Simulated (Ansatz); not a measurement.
# MnAu: the cost of one run

Method: DFT LDA, scalar-relativistic, plane waves, PAW, in Ansatz 0.2.0.

8 further runs of the same task are left out: 8 set aside as unsound or not needed.

## Step 1: The starting structure

Symmetry: P4/mmm, No. 123, tetragonal system. Conventional cell: a = 2.933 Å, b = 2.933 Å, c = 3.478 Å, α = 90.00°, β = 90.00°, γ = 90.00°. Around Mn (site symmetry 4/mmm) lie 8 Au at 2.71 Å and 4 Mn at 2.93 Å. Around Au (site symmetry 4/mmm) lie 8 Mn at 2.71 Å and 4 Au at 2.93 Å.

Structure file:

```cif
data_structure
_symmetry_space_group_name_H-M 'P4/mmm'
_symmetry_Int_Tables_number 123
_cell_length_a 2.9325
_cell_length_b 2.9325
_cell_length_c 3.4775
_cell_angle_alpha 90.000
_cell_angle_beta 90.000
_cell_angle_gamma 90.000
_cell_volume 29.91
loop_
_atom_site_label
_atom_site_type_symbol
_atom_site_symmetry_multiplicity
_atom_site_Wyckoff_symbol
_atom_site_fract_x
_atom_site_fract_y
_atom_site_fract_z
_atom_site_occupancy
Mn1 Mn 1 d 0.50000 0.50000 0.50000 1
Au1 Au 1 a 0.00000 0.00000 0.00000 1
```

It goes back to an entry of the Materials Project, which need not be the stable form.

This cell was relaxed beforehand with the same method: volume 14.95 Å³/atom, gap on the mesh none (metal), site moments up to 3.6 μB.

## Step 2: The scan

The energy is mapped over volume and a fixed ferromagnetic moment.

The axes are (1) volume per atom: 5 values from 13.16 to 16.75 Å³; (2) total spin moment of the cell, held fixed: 7 values from 0.00 to 3.50 μB.

Nothing else is relaxed (shape and fractional coordinates fixed). Points are written as (first, second).

## Step 3: The run at (14.06 Å³, 0.58 μB)

Contents of input.yaml:

```yaml
crystal:
  lattice:
    - [2.8726869976, 0.0, 0.0]
    - [0.0, 2.8726869976, 0.0]
    - [0.0, 0.0, 3.4065528165]
  atoms:
    - { symbol: Mn, position: [0.5, 0.5, 0.5], spin: 0.583 }
    - { symbol: Au, position: [0.0, 0.0, 0.0] }
basis:
  ecutwfc: 520.0
kpoints:
  mp_grid: { grid: [16, 16, 14] }
hamiltonian:
  xc: lda
scf:
  occupations: { method: gaussian, width: 0.15 }
  lower_state_search: "off"
output:
  forces: true
  stress: true
  eigenvalues: true
  populations: true
magnetization:
  spin_polarized: true
  initial_magnetization: 0.5833
  spin_locking: { lock_magnetization: hard }
```

Run with:

```bash
ansatz run input.yaml --threads 2 --pin off --max-ram 4096MiB --backend cpu --events-out ev --progress --plain --runs-dir out
```

**Question.** How long does this run take on 2 threads of Intel Xeon Platinum 8375C at 2.90GHz (Ice Lake), shared host, and how much memory does it need?

About 26 s, with a peak of 0.7 GiB.
